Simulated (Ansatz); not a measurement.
What does this script print? It uses the Ansatz DFT code, driven from Python.

`h4ossn.py`
```python
'''A short Born-Oppenheimer trajectory of H4OSSn.'''

import ansatz as az
import numpy as np


def main() -> None:
    geometry_ang = [
        ('O', [-1.222, -0.9679, -0.7166]),
        ('Sn', [0.0239, 0.444, -0.1271]),
        ('S', [2.075, -0.6237, 0.4575]),
        ('H', [-2.0154, -0.3992, -0.9474]),
        ('H', [0.3119, 1.5845, -1.438]),
        ('H', [-0.6172, 1.3023, 1.2668]),
        ('H', [1.5049, -1.408, 1.459]),
    ]
    mol = az.Crystal.molecule()
    for symbol, xyz in geometry_ang:
        mol = mol.atom(symbol, xyz)

    model = mol.calculation()
    model = model.basis(gaussian='def2-SVP')
    model = model.functional('BLYP')
    model = model.md('nvt_langevin', timestep=0.5, steps=40, temperature=800, initial_velocities='maxwell_boltzmann', seed=69, friction=0.05)
    frames = []
    model.session().plan().execute(on_event=lambda e: frames.append(e['data']) if e['event'] == 'md_step' else None)
    print('t (fs)   E_pot (eV)      E_kin (eV)   T (K)   d(0-1) (A)')
    for f in frames[::2]:
        xyz = np.array(f['positions_ang'])
        print(f'{f["time_fs"]:6.2f} {f["lagrangian_ev"]:14.5f} {f["e_kin_ev"]:10.5f} {f["temperature_k"]:8.1f} {np.linalg.norm(xyz[0] - xyz[1]):9.4f}')
    print('mean temperature', round(float(np.mean([f['temperature_k'] for f in frames])), 1), 'K')


if __name__ == '__main__':
    main()
```

```console
$ python h4ossn.py
t (fs)   E_pot (eV)      E_kin (eV)   T (K)   d(0-1) (A)
  0.00   -18771.96434    0.62045    685.7    1.9731
  1.00   -18771.96304    0.67091    741.5    1.9843
  2.00   -18771.96204    0.73962    817.4    1.9992
  3.00   -18771.95188    0.91068   1006.5    2.0150
  4.00   -18771.91789    0.89077    984.5    2.0329
  5.00   -18771.88830    0.82580    912.7    2.0497
  6.00   -18771.87442    0.88736    980.7    2.0661
  7.00   -18771.87866    0.84879    938.1    2.0819
  8.00   -18771.86085    1.07681   1190.1    2.0982
  9.00   -18771.80017    1.00429   1109.9    2.1161
 10.00   -18771.78273    1.06117   1172.8    2.1352
 11.00   -18771.77064    1.04384   1153.6    2.1539
 12.00   -18771.72960    0.85346    943.2    2.1693
 13.00   -18771.65175    0.69466    767.7    2.1818
 14.00   -18771.62699    0.58617    647.8    2.1908
 15.00   -18771.64372    0.64091    708.3    2.1979
 16.00   -18771.63199    0.59485    657.4    2.2041
 17.00   -18771.61112    0.62078    686.1    2.2086
 18.00   -18771.59140    0.61223    676.6    2.2098
 19.00   -18771.60438    0.51860    573.2    2.2077
 20.00   -18771.64205    0.52855    584.2    2.2052
mean temperature 854.4 K
```

Notes:
- The settings weren't tested for convergence.
- The trajectory is only some femtoseconds long, so its temperature is not equilibrated; where the script doesn't relax first, it starts from a rough generated geometry.
- def2 sets replace the cores of elements past krypton by effective core potentials.
- The printed temperature counts all 3N degrees of freedom under Langevin dynamics, so the first row lies under the target.
- It ran for 85 s on 1 thread of Arm Neoverse V1 (shared host), peak memory 0.21 GiB.

(Lines on the test bed's own set-up are left out of the output.)
